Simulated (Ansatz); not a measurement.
# C2H8AlClSi: a ladder of functionals and wavefunction methods

An exercise on one series of results from a longer session: the logs are not shown, and one member is left open.

Method: functionals in def2-TZVPP, the program's frozen cores in correlated methods; program: Ansatz 0.2.0, Gaussian basis.

Plan: PBE-D4, r2SCAN-D4, PBE0-D4, B3LYP-D4, ωB97X-V, ωB97M-V, B2PLYP; CCSD(T)/def2-TZVPP; MP2/def2-QZVPP; extrapolation to the limit.

## The geometry

All runs share one geometry, relaxed beforehand with PBE0-D4 in a triple-zeta def2 set.

SMILES `C[CH]([AlH2])[SiH2]Cl`, 13 atoms, charge 0, spin multiplicity 1.

Atoms are counted from 1 here; the program's logs count them from 0.

Bond lengths: C1–C2 1.535 Å, C1–H6 1.093 Å, C1–H7 1.094 Å, C1–H8 1.094 Å, C2–Al3 2.012 Å, C2–Si4 1.830 Å, C2–H9 1.095 Å, Al3–H10 1.588 Å, Al3–H11 1.588 Å, Si4–Cl5 2.151 Å, Si4–H12 1.481 Å, Si4–H13 1.484 Å. Angles: C2–C1–H6 111.2°, C2–C1–H7 111.6°, C2–C1–H8 112.7°, H6–C1–H7 106.4°, H6–C1–H8 107.3°, H7–C1–H8 107.2°, C1–C2–Al3 112.9°, C1–C2–Si4 115.0°, C1–C2–H9 112.0°, Al3–C2–Si4 96.9°, Al3–C2–H9 109.8°, Si4–C2–H9 109.3°, C2–Al3–H10 118.0°, C2–Al3–H11 116.4°, H10–Al3–H11 122.4°, C2–Si4–Cl5 101.1°, C2–Si4–H12 116.5°, C2–Si4–H13 118.4° and more.

Coordinates:

```xyz
13

C    -1.58312    0.46594   -0.03645
C    -0.31682   -0.29056   -0.46005
Al    0.51595   -1.32854    1.04940
Si    1.13122    0.76816   -0.82314
Cl    2.29980    0.49965    0.96217
H    -2.37043   -0.22432    0.27734
H    -1.39195    1.12456    0.81553
H    -1.99418    1.08532   -0.83950
H    -0.50211   -0.95519   -1.31026
H     1.38581   -2.60632    0.68453
H    -0.12240   -1.11679    2.48744
H     2.03510    0.30617   -1.90201
H     0.93352    2.23703   -0.89031
```

Set-up of the first run:

in.yaml reads:

```yaml
crystal:
  periodic: [false, false, false]
  atoms:
    - {symbol: C, position_ang: [-1.583120, 0.465937, -0.036450]}
    - {symbol: C, position_ang: [-0.316815, -0.290563, -0.460048]}
    - {symbol: Al, position_ang: [0.515947, -1.328538, 1.049395]}
    - {symbol: Si, position_ang: [1.131223, 0.768155, -0.823136]}
    - {symbol: Cl, position_ang: [2.299803, 0.499652, 0.962167]}
    - {symbol: H, position_ang: [-2.370427, -0.224322, 0.277341]}
    - {symbol: H, position_ang: [-1.391951, 1.124556, 0.815532]}
    - {symbol: H, position_ang: [-1.994178, 1.085318, -0.839500]}
    - {symbol: H, position_ang: [-0.502109, -0.955194, -1.310259]}
    - {symbol: H, position_ang: [1.385806, -2.606316, 0.684533]}
    - {symbol: H, position_ang: [-0.122400, -1.116788, 2.487441]}
    - {symbol: H, position_ang: [2.035097, 0.306174, -1.902006]}
    - {symbol: H, position_ang: [0.933524, 2.237026, -0.890311]}
basis:
  gaussian: {orbitals: def2-TZVPP}
hamiltonian: {xc: pbe, dispersion: d4}
output: {forces: true, orbitals: {seedname: orbitals}}
```

Run with:

```bash
$ ansatz run in.yaml --threads 4 --pin off --events-out ev --progress --plain --max-ram 10444MiB
```

Among the steps run: PBE-D4 (GGA); r2SCAN-D4 (meta-GGA); PBE0-D4 (hybrid); B3LYP-D4 (hybrid); ωB97X-V (range-separated); ωB97M-V (range-separated); B2PLYP (double hybrid); CCSD(T) in def2-TZVPP; MP2 in def2-QZVPP.

One of the session's tables, all rows but one given; the rest of the session is left out.

```
            method  atomisation energy (kJ/mol)
            PBE-D4                       4379.7
         r2SCAN-D4                       4379.2
           PBE0-D4                       4357.5
          B3LYP-D4                       4348.9
           ωB97X-V                            ?
           ωB97M-V                       4383.5
            B2PLYP                       4299.0
     HF/def2-TZVPP                       3320.2
    MP2/def2-TZVPP                       4296.2
   CCSD/def2-TZVPP                       4213.6
CCSD(T)/def2-TZVPP                       4265.0
           MP2/CBS                       4401.8
       CCSD(T)/CBS                       4370.6
```

Estimate the missing values for ωB97X-V.

**Answer.** atomisation energy (kJ/mol): 4387.7. In the column «atomisation energy (kJ/mol)» it lies between ωB97M-V (4383.5) and MP2/CBS (4401.8).

Caveats from the session: Free atoms (2 C, 1 Al, 1 Si, 1 Cl, 8 H) were run apart at each level; the atomisation energy is their sum less the molecule, without zero-point or spin-orbit terms.
